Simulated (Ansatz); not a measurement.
**ZrB2: response to strain**

ZrB2 is deformed so: equal xy, yz and zx engineering shear strains of -2 %. What stress and forces result, by LAPW, PAW and all-electron datasets made for the crystal?

Program: Ansatz 0.2.0. Level of theory: DFT LDA, scalar-relativistic. These are calculated values, not measurements.

## (1) The system as given

The structure is hexagonal, space group P6/mmm (No. 191). The conventional cell has a = 3.165 Å, b = 3.165 Å, c = 3.520 Å, α = 90.00°, β = 90.00°, γ = 120.00°. Around Zr (site symmetry 6/mmm) lie 12 B at 2.54 Å. B (site symmetry -6m2) has 3 B at 1.83 Å and 6 Zr at 2.54 Å as nearest neighbours.

Structure file:

```
CELL_PARAMETERS angstrom
3.16500 0.00000 0.00000
-1.58250 2.74097 0.00000
0.00000 0.00000 3.52000
ATOMIC_POSITIONS crystal
Zr 0.00000 0.00000 0.00000
B 0.33333 0.66667 0.50000
B 0.66667 0.33333 0.50000
```

Atoms are numbered in the order of the input: Zr1, B2, B3.

## (2) After the deformation

Space group P6/mmm before, P-1 after.

## (3) All-electron LAPW

input.yaml

```yaml
crystal:
  lattice:
    - [3.1649998255, -0.0316499983, -0.0316499983]
    - [-1.6099096153, 2.756795251, -0.0115847034]
    - [-0.0352, -0.0352, 3.52]
  atoms:
    - { symbol: Zr, position: [0.0, 0.0, 0.0] }
    - { symbol: B, position: [0.3333333333, 0.6666666667, 0.5] }
    - { symbol: B, position: [0.6666666667, 0.3333333333, 0.5] }
kpoints:
  mp_grid: { grid: [12, 12, 9] }
  band_path:
    path:
      - [0.0, 0.0, 0.0]
      - [0.0, 0.0, 0.5]
      - [-0.5, 0.5, 0.0]
      - [0.0, 0.0, 0.0]
      - [0.0, -0.5, 0.0]
      - [-0.5, 0.0, 0.5]
      - [0.0, 0.0, 0.0]
      - [-0.5, 0.0, 0.0]
      - [0.0, -0.5, 0.5]
    npoints: 5
scf:
  occupations: { method: fermi_dirac, width: 0.05 }
hamiltonian:
  xc: lda
  pseudopotentials: { kind: all_electron, lapw: { basis_error: 0.001 } }
output:
  forces: true
  stress: true
  eigenvalues: true
```

On the command line:

```console
ansatz run input.yaml --threads 1 --pin off --max-ram 6144MiB --backend cpu --events-out ev --progress --plain --runs-dir out
```

## (4) Frozen-core PAW

input.yaml

```yaml
crystal:
  lattice:
    - [3.1649998255, -0.0316499983, -0.0316499983]
    - [-1.6099096153, 2.756795251, -0.0115847034]
    - [-0.0352, -0.0352, 3.52]
  atoms:
    - { symbol: Zr, position: [0.0, 0.0, 0.0] }
    - { symbol: B, position: [0.3333333333, 0.6666666667, 0.5] }
    - { symbol: B, position: [0.6666666667, 0.3333333333, 0.5] }
kpoints:
  mp_grid: { grid: [12, 12, 9] }
scf:
  occupations: { method: fermi_dirac, width: 0.05 }
hamiltonian:
  xc: lda
  pseudopotentials: { kind: paw }
output:
  forces: true
  stress: true
  eigenvalues: true
  efg: { contact_densities: true }
```

## (5) All-electron PAW on datasets made for the crystal

input.yaml: that of step 4 with these lines changed.

```diff
@@ -15,3 +15,3 @@
   xc: lda
-  pseudopotentials: { kind: paw }
+  pseudopotentials: { kind: all_electron, datasets: crystal }
 output:
```

(Steps that only read results are left out.)

Before running it: what results should come out? Wanted: pressure; largest shear or deviatoric stress.

As calculated:

| quantity | value |
| --- | --- |
| pressure | LAPW -6.94, PAW -6.94, crystal datasets -6.94 GPa |
| largest shear or deviatoric stress (LAPW) | 5.30 GPa |

The largest part of the stress beyond the pressure is 5.30 GPa in size, in the xy component; the atoms are carried along and not relaxed. No run of the undeformed cell stands beside it, so the pressure holds what the given cell had before the change. PAW: stress within 0.04 GPa of LAPW, forces within 1 meV/Å. Crystal datasets: stress within 0.01 GPa of LAPW, forces within 1 meV/Å.
